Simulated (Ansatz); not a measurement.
Predict the output of the script below (Ansatz's Python interface).

Contents of `POSCAR_ta3n`:
```text
Ta3N
1.0
   3.03222399    0.00000000    0.00000000
  -1.51611199    2.62598300    0.00000000
   0.00000000    0.00000000    7.52413700
Ta N
3 1
Direct
   0.00000000    0.00000000    0.50000000
   0.33333333    0.66666667    0.17393000
   0.66666667    0.33333333    0.82607000
   0.00000000    0.00000000    0.00000000
```

`run_fatbands.py`
```python
"""Fat bands of Ta3N at high-symmetry points."""

from pathlib import Path

import ansatz as az
from ase.io import read
import pandas as pd

atoms = read("POSCAR_ta3n", format="vasp")
system = az.Crystal.from_ase(atoms)

points = {"G": (0.0, 0.0, 0.0), "M": (0.5, 0.0, 0.0), "K": (0.33333, 0.33333, 0.0), "A": (0.0, 0.0, 0.5), "L": (0.5, 0.0, 0.5), "H": (0.33333, 0.33333, 0.5)}
setup = (
    system.calculation()
    .kpoints(5, 5, 2, center="gamma")
    .functional(exchange="rpw86", correlation="pbesol")
    .scf(tolerance=1e-09)
    .occupations("Fermi-Dirac", width=0.01)
    .basis(35 * az.Ry)
    .band_structure(list(points.values()), intervals=1)
    .fat_bands()
)
out = setup.run()
data = out.report
file = Path(out.write_results("results")) / "fatbands.tsv"
names = file.read_text().splitlines()[0].lstrip("# ").split("\t")
table = pd.read_csv(file, sep="\t", comment="#", names=names)
near = table[table.e_minus_ef.abs() < 4]
for ik, label in enumerate(points):
    print(label)
    for _, row in near[near.ik == ik].iterrows():
        main = row[names[4:]].astype(float).nlargest(2)
        print(f"   band {int(row.band):3d} {row.e_minus_ef:7.3f} eV  " + ", ".join(f"{k} {v:.2f}" for k, v in main.items()))
```

```console
$ python run_fatbands.py
G
   band  17  -3.555 eV  ta0_l2_5D 0.34, ta1_l2_5D 0.23
   band  18  -1.380 eV  ta1_l0_6S 0.32, ta2_l0_6S 0.32
   band  19  -0.524 eV  ta1_l2_5D 0.46, ta2_l2_5D 0.46
   band  20  -0.524 eV  ta1_l2_5D 0.46, ta2_l2_5D 0.46
   band  21  -0.311 eV  ta0_l2_5D 0.47, ta1_l2_5D 0.25
   band  22   0.308 eV  ta0_l2_5D 0.70, ta1_l2_5D 0.15
   band  23   0.308 eV  ta0_l2_5D 0.70, ta1_l2_5D 0.15
   band  24   0.793 eV  n3_l1_2P 0.40, ta1_l2_5D 0.29
   band  25   1.727 eV  ta1_l2_5D 0.45, ta2_l2_5D 0.45
   band  26   1.727 eV  ta1_l2_5D 0.45, ta2_l2_5D 0.45
M
   band  17  -3.726 eV  ta0_l2_5D 0.58, ta1_l2_5D 0.13
   band  18  -3.103 eV  ta0_l2_5D 0.72, ta1_l2_5D 0.08
   band  19  -1.174 eV  ta1_l2_5D 0.35, ta2_l2_5D 0.35
   band  20  -0.478 eV  ta0_l2_5D 0.64, ta1_l2_5D 0.12
   band  21   0.068 eV  n3_l1_2P 0.36, ta1_l2_5D 0.28
   band  22   0.671 eV  ta0_l2_5D 0.53, ta1_l2_5D 0.24
   band  23   0.871 eV  ta1_l2_5D 0.25, ta2_l2_5D 0.25
   band  24   3.359 eV  ta1_l2_5D 0.42, ta2_l2_5D 0.42
   band  25   3.968 eV  ta0_l2_5D 0.29, ta1_l2_5D 0.24
K
   band  16  -2.927 eV  ta1_l2_5D 0.32, ta2_l2_5D 0.32
   band  17  -2.400 eV  ta0_l2_5D 0.36, ta1_l2_5D 0.29
   band  18  -2.400 eV  ta0_l2_5D 0.36, ta1_l2_5D 0.29
   band  19  -1.376 eV  ta0_l2_5D 0.68, ta1_l2_5D 0.09
   band  20  -1.376 eV  ta0_l2_5D 0.68, ta1_l2_5D 0.09
   band  21  -0.580 eV  ta1_l2_5D 0.47, ta2_l2_5D 0.47
   band  22   0.478 eV  ta0_l2_5D 0.32, ta1_l2_5D 0.27
   band  23   0.478 eV  ta0_l2_5D 0.32, ta1_l2_5D 0.27
   band  24   3.173 eV  ta0_l2_5D 0.28, ta1_l2_5D 0.23
   band  25   3.173 eV  ta0_l2_5D 0.28, ta1_l2_5D 0.23
   band  26   3.490 eV  ta1_l2_5D 0.39, ta2_l2_5D 0.39
A
   band  17  -3.759 eV  n3_l0_2S 0.22, ta1_l0_6S 0.21
   band  18  -1.243 eV  ta0_l2_5D 0.71, n3_l1_2P 0.18
   band  19  -1.145 eV  ta1_l2_5D 0.38, ta2_l2_5D 0.38
   band  20  -0.315 eV  ta1_l2_5D 0.50, ta2_l2_5D 0.50
   band  21  -0.315 eV  ta1_l2_5D 0.50, ta2_l2_5D 0.50
   band  22   0.583 eV  ta0_l2_5D 0.82, ta1_l2_5D 0.09
   band  23   0.583 eV  ta0_l2_5D 0.82, ta1_l2_5D 0.09
   band  24   1.090 eV  n3_l1_2P 0.33, ta1_l2_5D 0.28
   band  25   1.212 eV  ta0_l2_5D 0.38, ta1_l2_5D 0.27
   band  26   1.212 eV  ta0_l2_5D 0.38, ta1_l2_5D 0.27
L
   band  16  -3.819 eV  ta1_l2_5D 0.48, ta2_l2_5D 0.48
   band  17  -3.636 eV  ta0_l2_5D 0.60, ta0_l0_6S 0.16
   band  18  -2.888 eV  ta0_l2_5D 0.73, ta1_l2_5D 0.11
   band  19  -1.330 eV  ta1_l2_5D 0.26, ta2_l2_5D 0.26
   band  20  -1.269 eV  ta0_l2_5D 0.53, n3_l1_2P 0.21
   band  21   0.154 eV  ta1_l2_5D 0.32, ta2_l2_5D 0.32
   band  22   0.875 eV  ta1_l2_5D 0.25, ta2_l2_5D 0.25
   band  23   1.235 eV  ta0_l2_5D 0.67, ta1_l2_5D 0.11
   band  24   2.326 eV  ta1_l2_5D 0.49, ta2_l2_5D 0.49
H
   band  16  -2.519 eV  ta0_l2_5D 0.41, ta1_l2_5D 0.27
   band  17  -2.519 eV  ta0_l2_5D 0.41, ta1_l2_5D 0.27
   band  18  -2.434 eV  ta1_l2_5D 0.29, ta2_l2_5D 0.29
   band  19  -1.444 eV  ta1_l2_5D 0.47, ta2_l2_5D 0.47
   band  20  -1.393 eV  ta0_l2_5D 0.65, ta1_l2_5D 0.11
   band  21  -1.393 eV  ta0_l2_5D 0.65, ta1_l2_5D 0.11
   band  22   0.386 eV  ta0_l2_5D 0.29, ta1_l2_5D 0.29
   band  23   0.386 eV  ta0_l2_5D 0.29, ta1_l2_5D 0.29
   band  24   2.960 eV  ta1_l2_5D 0.29, ta2_l2_5D 0.29
   band  25   2.960 eV  ta1_l2_5D 0.29, ta2_l2_5D 0.29
```

Notes:
- The settings weren't tested for convergence.
- Spin is left out of this run.
- The computed bands are complete only to about 1.2 eV above the Fermi level.
- The mesh is modest for a metal, so energies can be off by several to tens of meV an atom and pressures by half a GPa or more; differences at equal mesh fare better.
- The structure comes from a database of computed cells and needn't be a stable or known phase.
- Levels are Kohn-Sham eigenvalues on this mesh, without spin-orbit coupling.
- Energies are less the Fermi level and bands count from 0. Only the largest channels are printed, equivalent atoms hold more, and in degenerate sets the split between sites is arbitrary; shells that the potentials lack have no channel.
- Finished in 2.7 s on 1 thread of Arm Neoverse V2, with other jobs on the host, peak memory 0.45 GiB.

(Lines on the test bed's own set-up are left out of the output.)
